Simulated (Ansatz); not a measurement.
# CH4AlBO: a ladder of functionals and wavefunction methods

The task here is to estimate one member of a computed series from the others.

The runs use Ansatz 0.2.0, Gaussian basis; functionals in def2-TZVPP, the program's frozen cores in correlated methods.

Levels to be run: LDA (SPW92), PBE-D4, revPBE-D4, BLYP-D4, r2SCAN-D4, B97M-V, PBE0-D4, B3LYP-D4, r2SCANh-D4, r2SCAN0-D4, HSE06-D4, BHLYP-D4, CAM-B3LYP-D4, LC-ωPBE, ωB97X-V, ωB97M-V, B2PLYP, PBE-QIDH; CCSD(T)/def2-SVP; CCSD(T)/def2-TZVPP; MP2/def2-QZVPP; extrapolation to the limit; RPA on PBE.

1 further run of the same task is left out (it didn't finish).

### The relaxed structure

The geometry comes from an earlier relaxation with PBE0-D4 in a triple-zeta def2 set; it is a stationary point, not always the lowest conformer.

8 atoms, charge 0, spin multiplicity 1.

Atoms are counted from 1 here; the program's logs count them from 0.

Bond lengths: B1–C2 1.472 Å, B1–Al4 2.123 Å, B1–H5 1.209 Å, B1–H6 1.201 Å, C2–O3 1.138 Å, Al4–H7 1.592 Å, Al4–H8 1.588 Å. Angles: C2–B1–Al4 103.7°, C2–B1–H5 109.7°, C2–B1–H6 111.9°, Al4–B1–H5 100.4°, Al4–B1–H6 111.3°, H5–B1–H6 118.4°, B1–C2–O3 176.4°, B1–Al4–H7 123.2°, B1–Al4–H8 117.5°, H7–Al4–H8 119.1°.

Set-up of the first run:

Input file in.yaml:

```yaml
crystal:
  periodic: [false, false, false]
  atoms:
    - {symbol: B, position_ang: [-0.047022, 0.832443, 0.245142]}
    - {symbol: C, position_ang: [1.392550, 0.750148, -0.049890]}
    - {symbol: O, position_ang: [2.498301, 0.614904, -0.282960]}
    - {symbol: Al, position_ang: [-0.748797, -1.136551, -0.127916]}
    - {symbol: H, position_ang: [-0.610450, 1.436451, -0.637961]}
    - {symbol: H, position_ang: [-0.253297, 1.160420, 1.382073]}
    - {symbol: H, position_ang: [0.043157, -2.190448, -1.019688]}
    - {symbol: H, position_ang: [-2.182242, -1.524669, 0.435599]}
basis:
  gaussian: {orbitals: def2-TZVPP}
hamiltonian: {xc: lda}
output: {orbitals: {seedname: orbitals}}
```

Run with:

```
> ansatz run in.yaml --threads 2 --pin off --events-out ev --progress --plain --max-ram 4352MiB
```

Steps of the session up to this table: LDA; PBE-D4 (GGA); revPBE-D4 (GGA); BLYP-D4 (GGA); r2SCAN-D4 (meta-GGA); B97M-V (meta-GGA); PBE0-D4 (hybrid); B3LYP-D4 (hybrid); r2SCANh-D4 (hybrid); r2SCAN0-D4 (hybrid); HSE06-D4 (hybrid); BHLYP-D4 (hybrid); CAM-B3LYP-D4 (range-separated); LC-ωPBE (range-separated); ωB97X-V (range-separated); ωB97M-V (range-separated); B2PLYP (double hybrid); PBE-QIDH (double hybrid).

One table of the session follows, with a row left open; its other results are not shown here.

It belongs to the step «Orbital energies across the functionals». 

```
  functional  HOMO (eV)  LUMO (eV)  gap (eV)
 LDA (SPW92)      -6.43      -2.61      3.83
      PBE-D4      -6.30      -2.36      3.94
   revPBE-D4      -6.24      -2.27      3.97
     BLYP-D4      -6.15      -2.25      3.90
   r2SCAN-D4      -6.51      -2.13      4.38
      B97M-V      -6.60      -2.23      4.37
     PBE0-D4      -7.34      -1.57      5.76
    B3LYP-D4      -7.15      -1.79      5.36
  r2SCANh-D4      -6.90      -1.77      5.13
  r2SCAN0-D4      -7.48      -1.39      6.10
    HSE06-D4          ?          ?         ?
    BHLYP-D4      -8.27      -0.80      7.47
CAM-B3LYP-D4      -8.56      -0.64      7.92
     LC-ωPBE      -9.81       0.48     10.29
     ωB97X-V      -9.49       0.35      9.85
     ωB97M-V      -9.33       0.05      9.38
```

Estimate the missing values for HSE06-D4.

**Answer.** HOMO (eV): -6.95; LUMO (eV): -1.94; gap (eV): 5.00. In the column «HOMO (eV)» it lies between B3LYP-D4 (-7.15) and r2SCANh-D4 (-6.90).
